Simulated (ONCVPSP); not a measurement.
**Pseudopotential generation for copper: ONCV, PBEsol**

Do these settings give a usable potential? It is generated, then checked for transferability, scattering, ghosts and hardness.

The numbers are computed with ONCVPSP 4.0.1.1 (patched build) (PBEsol, scalar-relativistic, spin-unpolarised reference atom).

## Step 1: Settings

The settings as typed:

- element: copper (Cu, Z = 29)
- type: optimised norm-conserving Vanderbilt (ONCV)
- frozen core: [Ne]
- valence charge: 19
- reference configuration: 3s2 3p6 3d10 4s1
- partial waves: 3s+4s: rc 1.05 bohr, ncon 4, nbas 8, qcut 14.5 1/bohr, 2 projectors; 3p: rc 0.90 bohr, ncon 3, nbas 6, qcut 14.2 1/bohr, 2 projectors, debl 1.4 Ha; 3d: rc 0.75 bohr, ncon 4, nbas 7, qcut 11.3 1/bohr, 2 projectors, debl 3.6 Ha
- local potential: polynomial inside 0.70 bohr (lpopt 5, dvloc0 2 Ha)
- core correction: polynomial model core, fcfact 0.35

An earlier all-electron run gives the scale for the radii.

All-electron outer shells of the reference configuration (PBEsol, scalar-relativistic, ld1.x):

| shell | level (eV) | outermost node (bohr) | outermost maximum (bohr) |
| --- | --- | --- | --- |
| 2p | -916.42 | – | 0.16 |
| 3s | -114.40 | 0.29 | 0.61 |
| 3p | -72.00 | 0.26 | 0.62 |
| 3d | -5.06 | – | 0.60 |
| 4s | -4.61 | 0.89 | 2.27 |
| 4p | -0.64 | 0.98 | 3.56 |

## Step 2: Generating the potential

File Cu.dat:

```
# ATOM AND REFERENCE CONFIGURATION
# atsym  z   nc   nv     iexc    psfile
  Cu 29.00    3    4  -116133      upf
#
#   n    l    f
    1    0    2.00
    2    0    2.00
    2    1    6.00
    3    0    2.00
    3    1    6.00
    3    2   10.00
    4    0    1.00
#
# PSEUDOPOTENTIAL AND OPTIMIZATION
# lmax
    2
#
#   l,   rc,      ep,       ncon, nbas, qcut
    0    1.05    0.00    4    8   14.50
    1    0.90    0.00    3    6   14.20
    2    0.75    0.00    4    7   11.30
#
# LOCAL POTENTIAL
# lloc, lpopt,  rc(5),   dvloc0
    4    5    0.70    2.00
#
# VANDERBILT-KLEINMAN-BYLANDER PROJECTORs
# l, nproj, debl
    0    2    1.50
    1    2    1.40
    2    2    3.60
#
# MODEL CORE CHARGE
# icmod, fcfact, rcfact
    1    0.35    0.00
#
# LOG DERIVATIVE ANALYSIS
# epsh1, epsh2, depsh
   -6.00    5.00    0.04
#
# OUTPUT GRID
# rlmax, drl
    6.00    0.01
#
# TEST CONFIGURATIONS
# ncnf
    4
# nvcnf
#   n    l    f
    4
    3    0    2.00
    3    1    6.00
    3    2   10.00
    4    0    0.00
#
    4
    3    0    2.00
    3    1    6.00
    3    2    9.00
    4    0    0.00
#
    4
    3    0    2.00
    3    1    6.00
    3    2    8.00
    4    0    0.00
#
    4
    3    0    2.00
    3    1    6.00
    3    2   10.00
    4    0    0.50
#
```

Launch:

```sh
$ oncvpsp.x < Cu.dat > Cu.out
```

Output in Cu.out (without the consistency checks and plot data):

```text
ONCVPSP  (Optimized Norm-Conservinng Vanderbilt PSeudopotential)
scalar-relativistic version 4.0.1.1, modified

#   n    l    f        energy (Ha)
    1    0    2.00    -3.2497347E+02
    2    0    2.00    -3.9007500E+01
    2    1    6.00    -3.3677990E+01
    3    0    2.00    -4.2042910E+00
    3    1    6.00    -2.6459231E+00
    3    2   10.00    -1.8594224E-01
    4    0    1.00    -1.6936025E-01

Reference configufation results
  iterations    41
  all-electron total energy (Ha)   -1.65349048D+03

Begin loop to  construct optimized pseudo wave functions
and semi-local pseudopoentials for all angular momenta

Calculating optimized projector #   1

 for l=   0

    Fraction of norm inside rc  0.891121
    Optimizing pswf for qcut=  14.49 a_B^-1,  ecut= 105.01 Ha
    Residual kinetic energy error=  3.94D-08 Ha

    Energy error per electron        Cutoff
         Ha          eV             Ha
         0.01000     0.27211       49.23
         0.00100     0.02721       63.38
         0.00010     0.00272       75.04
         0.00001     0.00027       84.74

Calculating optimized projector #   2

 for l=   0

    Fraction of norm inside rc  0.023741
    Optimizing pswf for qcut=  14.49 a_B^-1,  ecut= 105.01 Ha
    Residual kinetic energy error=  4.76D-09 Ha

    Energy error per electron        Cutoff
         Ha          eV             Ha
         0.01000     0.27211       30.50
         0.00100     0.02721       50.31
         0.00010     0.00272       65.24
         0.00001     0.00027       77.68

WARNING wellstate: negative energy specified for n= 4 l=  1
WARNING scattering state with energy  0.25000000
WARNING will be used for the first projector

   Wellstate for l =  1  n =  4
     eigenvalue =   0.2500
     asymptotic potential =   0.7500
     half-point radius =  3.5573

Calculating optimized projector #   1

 for l=   1

    Fraction of norm inside rc  0.731376
    Optimizing pswf for qcut=  14.19 a_B^-1,  ecut= 100.63 Ha
    Residual kinetic energy error=  1.74D-06 Ha

    Energy error per electron        Cutoff
         Ha          eV             Ha
         0.01000     0.27211       34.45
         0.00100     0.02721       42.85
         0.00010     0.00272       70.64
         0.00001     0.00027       87.40

Calculating optimized projector #   2

 for l=   1

    Fraction of norm inside rc  0.033283
    Optimizing pswf for qcut=  14.19 a_B^-1,  ecut= 100.63 Ha
    Residual kinetic energy error=  2.03D-07 Ha

    Energy error per electron        Cutoff
         Ha          eV             Ha
         0.01000     0.27211       25.13
         0.00100     0.02721       35.12
         0.00010     0.00272       43.86
         0.00001     0.00027       76.06

   Wellstate for l =  2  n =  5
     eigenvalue =   3.4141
     asymptotic potential =   3.9141
     half-point radius =  2.6219

Calculating optimized projector #   1

 for l=   2

    Fraction of norm inside rc  0.407938
    Optimizing pswf for qcut=  11.30 a_B^-1,  ecut=  63.83 Ha
    Residual kinetic energy error=  1.51D-01 Ha

    Energy error per electron        Cutoff
         Ha          eV             Ha
         0.01000     0.27211      255.46
         0.00100     0.02721      310.75
         0.00010     0.00272      419.62

Calculating optimized projector #   2

 for l=   2

    Fraction of norm inside rc  0.054480
    Optimizing pswf for qcut=  11.30 a_B^-1,  ecut=  63.83 Ha
    Residual kinetic energy error=  4.95D-02 Ha

    Energy error per electron        Cutoff
         Ha          eV             Ha
         0.01000     0.27211       81.44
         0.00100     0.02721      216.20
         0.00010     0.00272      408.58
         0.00001     0.00027      533.11

Construct Vanderbilt / Kleinmman-Bylander projectors

B matrix Hermiticity error, ll=   0
   1   2    4.3386E-04

  Orthonormal projector coefficients  2.7052E+01  3.3046E+00

B matrix Hermiticity error, ll=   1
   1   2    3.4850E-04

  Orthonormal projector coefficients  1.0231E+01  1.5246E+00

B matrix Hermiticity error, ll=   2
   1   2   -4.5043E-04

  Orthonormal projector coefficients -7.3994E+01 -1.2649E+01

Model core correction analysis
  based on d2Exc/dn_idn_j

d2excae - all-electron derivatives

   -4.125210D-02   -3.784510D-02   -2.515304D-02   -1.037010D-03
   -3.798135D-02   -3.585848D-02   -2.394433D-02   -9.213009D-04
   -2.559387D-02   -2.429358D-02   -1.840202D-02   -5.982389D-04
   -1.147721D-03   -1.041464D-03   -7.032418D-04   -4.293834D-05

d2excps - pseudofunction derivatives with no core correction

   -4.265902D-02   -3.972045D-02   -2.843002D-02   -1.138643D-03
   -3.985659D-02   -3.736349D-02   -2.696265D-02   -1.019014D-03
   -2.887071D-02   -2.731181D-02   -2.036894D-02   -7.369518D-04
   -1.249308D-03   -1.139167D-03   -8.419596D-04   -4.889164D-05

rms 2nd derivative error    1.852721E-03

Polynomial model core charge

d2excps - pseudofunction derivatives with core correction

   -3.929813D-02   -3.706814D-02   -2.699647D-02   -9.593044D-04
   -3.720426D-02   -3.518321D-02   -2.569940D-02   -8.775755D-04
   -2.743707D-02   -2.604852D-02   -1.954052D-02   -6.616825D-04
   -1.069984D-03   -9.977154D-04   -7.666826D-04   -3.947212D-05

rms 2nd derivative error    1.111232E-03

Pseudoatom total energy -196.598243

Diagnostic tests using Vanderbilt-Kleinman-Bylander pseudopotentials
  1 or more projectors used as specified by nproj input data

   l    rcore       rmatch      e in        delta e   norm test  slope test

   0   1.0520890   1.0840327  -4.2042910   0.0000028   1.0002306   1.0002317
   0   1.0520890   1.0840327  -0.1693602   0.0000082   1.0000847   1.0000694

   1   0.9005441   0.9278866  -2.6459231  -0.0000287   1.0002117   1.0002655
   1   0.9005441   0.9278866   0.2500000   0.0000444   1.0004696   1.0004696

   2   0.7526024   0.7754530  -0.1859422   0.0000458   1.0001595   1.0001279
   2   0.7526024   0.7754530   3.4140578  -0.0000278   1.0005404   1.0005404

 Testing for bound ghosts
   n   l    E NL Schr. Eq   E Basis Diag.   E Cutoff

   1   0       -4.204288       -4.204267    237.97
   2   0       -0.169352        0.190523    237.97

   2   1       -2.645952       -2.644654    190.59

   3   2       -0.185896       -0.092679    454.25

 Testing for highly-localized positive-energy ghosts
       l    <radius>/rc     E Basis Diag.   E Cutoff

Test configuration 0

   n   l     f        eae           eps        diff
   1   0  2.0000 -324.97347039
   2   0  2.0000  -39.00749990
   2   1  6.0000  -33.67798976
   3   0  2.0000   -4.20429104   -4.20428823    2.81D-06
   3   1  6.0000   -2.64592314   -2.64595181   -2.87D-05
   3   2 10.0000   -0.18594224   -0.18589644    4.58D-05
   4   0  1.0000   -0.16936025   -0.16935206    8.19D-06

    Total energies and differences
      AE_ref= -1.65349048D+03  AE_tst= -1.65349048D+03  dif=  0.00D+00
      PS_ref= -1.96598243D+02  PS_tst= -1.96598243D+02  dif=  4.83D-13
      PSP excitation error= -4.83D-13

Test configuration 1

   n   l     f        eae           eps        diff
   1   0  2.0000 -325.28907822
   2   0  2.0000  -39.31314948
   2   1  6.0000  -33.98450218
   3   0  2.0000   -4.51954537   -4.51914743    3.98D-04
   3   1  6.0000   -2.96243084   -2.96208682    3.44D-04
   3   2 10.0000   -0.50135177   -0.50130563    4.61D-05

    Total energies and differences
      AE_ref= -1.65349048D+03  AE_tst= -1.65319260D+03  dif=  2.98D-01
      PS_ref= -1.96598243D+02  PS_tst= -1.96300416D+02  dif=  2.98D-01
      PSP excitation error=  5.14D-05

Test configuration 2

   n   l     f        eae           eps        diff
   1   0  2.0000 -325.91458699
   2   0  2.0000  -39.95090070
   2   1  6.0000  -34.62084051
   3   0  2.0000   -5.14282741   -5.14283548   -8.07D-06
   3   1  6.0000   -3.58067272   -3.58073960   -6.69D-05
   3   2  9.0000   -1.08797326   -1.08793500    3.83D-05

    Total energies and differences
      AE_ref= -1.65349048D+03  AE_tst= -1.65240935D+03  dif=  1.08D+00
      PS_ref= -1.96598243D+02  PS_tst= -1.95517144D+02  dif=  1.08D+00
      PSP excitation error=  3.46D-05

Test configuration 3

psatom: WARNING lschvkbb convergence error n,l,iter=   3   2   3
ea(ii),et,emin,emax -1.858964E-01 -2.044861E-01 -2.044861E-01 -2.044861E-01
run_config: WARNING for fully non-local PS atom, stg. 1
 WARNING no output for configuration 4

Test configuration 4

psatom: WARNING lschvkbb convergence error n,l,iter=   3   2  33
ea(ii),et,emin,emax -2.608830E-01 -2.869713E-01 -2.869713E-01 -2.869713E-01
run_config: WARNING for fully non-local PS atom, stg. 1
 WARNING no output for configuration 5
```

It took 4.4 s on 1 thread of Neoverse-V1, shared host.

The projector energies used in the p channel were -2.646, 0.250 Ha; the program set a typed value aside.

All-electron and pseudo partial waves u(r) = r·R(r), from the program's wave files:

```csv
r (bohr),3d AE,3d PS,3p AE,3p PS
0.053,0.0232,0.0055,-0.3555,0.0249
0.105,0.1149,0.0384,-0.6347,0.0950
0.158,0.2585,0.1120,-0.5930,0.2071
0.210,0.4154,0.2221,-0.3342,0.3475
0.262,0.5645,0.3668,0.0130,0.5063
0.315,0.6950,0.5472,0.3677,0.6741
0.368,0.7986,0.7443,0.6737,0.8344
0.420,0.8742,0.9167,0.9081,0.9734
0.473,0.9264,1.0276,1.0768,1.0876
0.525,0.9565,1.0569,1.1798,1.1673
0.578,0.9700,1.0307,1.2325,1.2146
0.630,0.9696,0.9909,1.2428,1.2283
0.683,0.9588,0.9616,1.2223,1.2136
0.735,0.9408,0.9407,1.1804,1.1764
0.788,0.9172,0.9170,1.1228,1.1214
0.840,0.8904,0.8902,1.0571,1.0567
0.893,0.8607,0.8606,0.9852,0.9850
0.945,0.8304,0.8303,0.9129,0.9127
0.998,0.7989,0.7988,0.8396,0.8394
1.050,0.7680,0.7679,0.7697,0.7696
1.102,0.7375,0.7374,0.7029,0.7028
1.155,0.7070,0.7069,0.6386,0.6385
1.208,0.6774,0.6773,0.5785,0.5784
1.260,0.6493,0.6492,0.5238,0.5237
1.313,0.6217,0.6216,0.4723,0.4722
1.365,0.5957,0.5957,0.4260,0.4259
```

Densities times 4π (e/bohr³); a dash where the program caps the true core:

| r (bohr) | pseudo valence | true core | model core |
| --- | --- | --- | --- |
| 0.053 | 6.259 | – | 671 |
| 0.158 | 21.74 | – | 553.2 |
| 0.262 | 51.03 | 343.1 | 265.1 |
| 0.368 | 83 | 58.36 | 58.26 |
| 0.473 | 90.49 | 9.004 | 9.004 |
| 0.578 | 68.02 | 1.332 | 1.332 |
| 0.683 | 45.64 | 0.1947 | 0.1947 |
| 0.788 | 29.94 | 0.02834 | 0.02834 |
| 0.893 | 18.99 | 0.004132 | 0.004132 |
| 0.998 | 11.95 | 0.0006082 | 0.0006082 |
| 1.102 | 7.634 | 9.263e-05 | 9.263e-05 |
| 1.208 | 4.926 | 1.364e-05 | 1.364e-05 |
| 1.313 | 3.274 | 2.092e-06 | 2.092e-06 |

## Step 3: The configuration tests of the same run

2 tests gave no usable energy difference (3s2 3p6 3d8 4s0; 3s2 3p6 3d10 4s0.5).

Energies count from the reference configuration 3s2 3p6 3d10 4s1; the error is all-electron less pseudo.

| valence configuration | charge | ΔE all-electron (eV) | error AE − PS (meV) |
| --- | --- | --- | --- |
| 3s2 3p6 3d10 4s0 | +1 | 8.106 | +1.4 |
| 3s2 3p6 3d9 4s0 | +2 | 29.419 | +0.9 |

## Step 4: Logarithmic derivatives

Taken from the files of the generation run. The phase is arctan(r·R′/R) of the radial function R, unwrapped, with energies in Ha. A pole is an energy at which the radial function vanishes at the test radius. The pseudo phase is shifted by a multiple of π to meet the all-electron one at the reference energy. Levels narrower than the energy grid can be missing from the poles. The last column is the largest difference on the grid between −0.5 and +0.5 Ha.

| channel | radius (bohr) | reference (Ha) | poles AE | poles PS | window around the reference with phases within 0.05 rad (Ha) | largest difference near zero (rad) |
| --- | --- | --- | --- | --- | --- | --- |
| s | 1.06 | -0.17 | -2.66 | -2.66 | the whole range | 0.000 |
| p | 0.91 | -2.65 | 0.95 | 0.95 | the whole range | 0.000 |
| d | 0.76 | -0.19 | none | none | the whole range | 0.000 |

Phases (rad) along the scan:

```csv
E (Ha),s AE,s PS,p AE,p PS
-5.96,0.171,0.171,0.455,0.455
-5.40,-0.473,-0.472,0.178,0.178
-4.84,-0.975,-0.975,-0.171,-0.171
-4.28,-1.250,-1.250,-0.525,-0.525
-3.72,-1.406,-1.406,-0.816,-0.816
-3.16,-1.506,-1.506,-1.026,-1.026
-2.60,-1.577,-1.577,-1.175,-1.175
-2.04,-1.633,-1.633,-1.282,-1.282
-1.48,-1.681,-1.681,-1.363,-1.363
-0.92,-1.725,-1.725,-1.427,-1.427
-0.36,-1.767,-1.767,-1.478,-1.478
0.20,-1.810,-1.810,-1.522,-1.522
0.76,-1.857,-1.857,-1.559,-1.559
1.32,-1.911,-1.911,-1.593,-1.593
1.88,-1.974,-1.974,-1.624,-1.624
2.44,-2.054,-2.054,-1.653,-1.653
3.00,-2.159,-2.159,-1.681,-1.681
3.56,-2.303,-2.303,-1.710,-1.710
4.12,-2.507,-2.508,-1.739,-1.739
4.68,-2.794,-2.796,-1.769,-1.769
```

## Step 5: Plane-wave cutoff and ghosts

Read off the output, the cutoffs (Ha) at which the residual kinetic energy of the hardest occupied pseudo-wave falls to 1 and 0.1 mHa per electron: 311 Ha and 420 Ha.

The program's own ghost test: no bound ghost flagged; no localised positive-energy state flagged.

Cutoff (Ha) at which the first wave of each channel reaches a given error (Ha per electron):

| error | s | p | d |
| --- | --- | --- | --- |
| 1.0e-02 | 49.2 | 34.5 | 255.5 |
| 3.2e-03 | 56.5 | 38.6 | 287.9 |
| 1.0e-03 | 63.4 | 42.9 | 310.8 |
| 3.2e-04 | 69.3 | 48.3 | 333.0 |
| 1.0e-04 | 75.0 | 70.6 | 419.6 |
| 3.2e-05 | 80.2 | 79.8 | 533.0 |

## Step 6: Outcome

| quantity | value |
| --- | --- |
| cutoffs for 1 and 0.1 mHa per electron, occupied waves | 311 Ha and 420 Ha |
| bound ghosts | none found |
| GHOST(+) flags | none at low energy |
| largest test error (AE − PS) | +1.4 meV, for 3s2 3p6 3d10 4s0 (2 tests unsolved) |
| largest phase difference near zero energy, channels read | 0.000 rad |
| rms error of d²Exc/dn², without and with the model core | 1.85 and 1.11 mHa |
| projector energies reset by the program | p: -2.646, 0.250 Ha |

What this shows: By total energies transferability is very good where solved: the largest error is 1.4 meV on 8.1 eV, for 3s2 3p6 3d10 4s0. Of the tests 2 gave no usable energy difference, which is a warning in itself. By its cutoff, 311 Ha for the looser tolerance, it is very hard. At the looser tolerance the 3d wave is the slowest; 3s needs 63 Ha. The program's ghost test flags no bound state. Near zero energy the phases of the channels with partial waves agree within 0.001 rad. All of this concerns the isolated atom, not yet a solid.
